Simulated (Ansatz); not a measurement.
The system is CdInS2.

```
In Cd S
1.0
     3.86950    0.00000    0.00000
    -1.93475    3.35108    0.00000
     0.00000    0.00000    6.81053
In Cd S
1 1 2
Cartesian
  0.0000 0.0000 3.4053
  0.0000 0.0000 0.0000
  0.0000 2.2341 1.6682
  1.9347 1.1170 5.1423
```

The cell comes from a database or a generator and needn't be the stable form of this composition.

Base run:

| Property | Result |
| --- | --- |
| Program | Ansatz 0.2.0 |
| Functional | RPBE |
| Potentials or basis | all-electron LAPW, scalar-relativistic |
| Cutoff | 184 eV (chosen from the basis error) |
| Basis error allowed | 0.002 eV/atom |
| k mesh | 8 × 8 × 4 |
| Occupations | gaussian, width 0.05 eV |
| Spin | no spin polarisation |

Its results: band gap on the k mesh none (metal or under the smearing width); pressure 2.2 GPa; largest force 0.024 eV/Å.

Question: The run is repeated on the same cell with these changes: functional from RPBE to PBEsol. What comes out?

Answer: Band gap on the k mesh none (metal or under the smearing width); pressure -3.7 GPa; largest force 0.071 eV/Å.

PBEsol binds more tightly than RPBE, so the same cell stands under less pressure.
